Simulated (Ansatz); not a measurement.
# CH₇ClOSi₂: up Jacob's ladder to CCSD(T)

One table from this session's results is given with a row withheld; the runs are named, their logs left out.

Computed with Ansatz 0.2.0, Gaussian basis. Level: functionals in def2-TZVPP, the program's frozen cores in correlated methods.

Plan: LDA (SPW92), PBE-D4, revPBE-D4, BLYP-D4, r2SCAN-D4, B97M-V, PBE0-D4, B3LYP-D4, r2SCANh-D4, r2SCAN0-D4, HSE06-D4, BHLYP-D4, CAM-B3LYP-D4, LC-ωPBE, ωB97X-V, ωB97M-V, B2PLYP, PBE-QIDH; CCSD(T)/def2-SVP; CCSD(T)/def2-TZVPP; MP2/def2-QZVPP; extrapolation to the limit; RPA on PBE.

**The relaxed structure**

All runs share one geometry, relaxed beforehand with PBE0-D4 in a triple-zeta def2 set.

SMILES `CO[SiH]([SiH3])Cl`, 12 atoms, charge 0, spin multiplicity 1.

Atoms are counted from 1 here; the program's logs count them from 0.

Bond lengths: C1–O2 1.413 Å, C1–H6 1.094 Å, C1–H7 1.091 Å, C1–H8 1.096 Å, O2–Si3 1.632 Å, Si3–Si4 2.334 Å, Si3–Cl5 2.070 Å, Si3–H9 1.488 Å, Si4–H10 1.485 Å, Si4–H11 1.487 Å, Si4–H12 1.487 Å. Angles: O2–C1–H6 110.8°, O2–C1–H7 108.0°, O2–C1–H8 111.4°, H6–C1–H7 109.0°, H6–C1–H8 108.8°, H7–C1–H8 108.8°, C1–O2–Si3 124.1°, O2–Si3–Si4 107.6°, O2–Si3–Cl5 110.4°, O2–Si3–H9 110.1°, Si4–Si3–Cl5 108.9°, Si4–Si3–H9 115.2°, Cl5–Si3–H9 104.7°, Si3–Si4–H10 109.5°, Si3–Si4–H11 108.9°, Si3–Si4–H12 110.2°, H10–Si4–H11 109.5°, H10–Si4–H12 109.6° and more.

Set-up of the first run:

in.yaml

```yaml
crystal:
  periodic: [false, false, false]
  atoms:
    - {symbol: C, position_ang: [0.963882, 1.858956, 0.935572]}
    - {symbol: O, position_ang: [0.554261, 0.879480, 0.002723]}
    - {symbol: Si, position_ang: [-0.281225, -0.466196, 0.395819]}
    - {symbol: Si, position_ang: [-0.615304, -1.686160, -1.565798]}
    - {symbol: Cl, position_ang: [-2.123358, 0.036780, 1.193794]}
    - {symbol: H, position_ang: [0.105631, 2.430463, 1.300805]}
    - {symbol: H, position_ang: [1.653291, 2.537646, 0.432107]}
    - {symbol: H, position_ang: [1.476870, 1.405410, 1.791075]}
    - {symbol: H, position_ang: [0.416060, -1.200470, 1.486267]}
    - {symbol: H, position_ang: [-1.378178, -0.862048, -2.538118]}
    - {symbol: H, position_ang: [-1.387669, -2.914698, -1.243027]}
    - {symbol: H, position_ang: [0.692639, -2.074265, -2.157321]}
basis:
  gaussian: {orbitals: def2-TZVPP}
hamiltonian: {xc: lda}
output: {orbitals: {seedname: orbitals}}
```

Among the steps run: LDA; PBE-D4 (GGA); revPBE-D4 (GGA); BLYP-D4 (GGA); r2SCAN-D4 (meta-GGA); B97M-V (meta-GGA); PBE0-D4 (hybrid); B3LYP-D4 (hybrid); r2SCANh-D4 (hybrid); r2SCAN0-D4 (hybrid); HSE06-D4 (hybrid); BHLYP-D4 (hybrid); CAM-B3LYP-D4 (range-separated); LC-ωPBE-D4 (range-separated; the results give it without D4); ωB97X-V (range-separated); ωB97M-V (range-separated); B2PLYP (double hybrid); PBE-QIDH (double hybrid).

One table of the session follows, with a row left open; its other results are not shown here.

It belongs to the step «Orbital energies across the functionals». 

| functional | HOMO (eV) | gap (eV) |
| --- | --- | --- |
| LDA (SPW92) | -6.94 | 5.68 |
| PBE-D4 | -6.87 | 5.83 |
| revPBE-D4 | -6.83 | 5.89 |
| BLYP-D4 | -6.75 | 5.91 |
| r2SCAN-D4 | -7.16 | 6.40 |
| B97M-V | -7.29 | 6.31 |
| PBE0-D4 | ? | ? |
| B3LYP-D4 | -7.89 | 7.56 |
| r2SCANh-D4 | -7.61 | 7.15 |
| r2SCAN0-D4 | -8.28 | 8.26 |
| HSE06-D4 | -7.70 | 7.15 |
| BHLYP-D4 | -9.21 | 10.01 |
| CAM-B3LYP-D4 | -9.40 | 10.32 |
| LC-ωPBE | -10.71 | 12.73 |
| ωB97X-V | -10.39 | 12.29 |
| ωB97M-V | -10.16 | 11.78 |

Estimate the missing values for PBE0-D4.

The run gave: HOMO (eV): -8.09; gap (eV): 7.92. In the column «HOMO (eV)» it lies between r2SCAN0-D4 (-8.28) and B3LYP-D4 (-7.89).
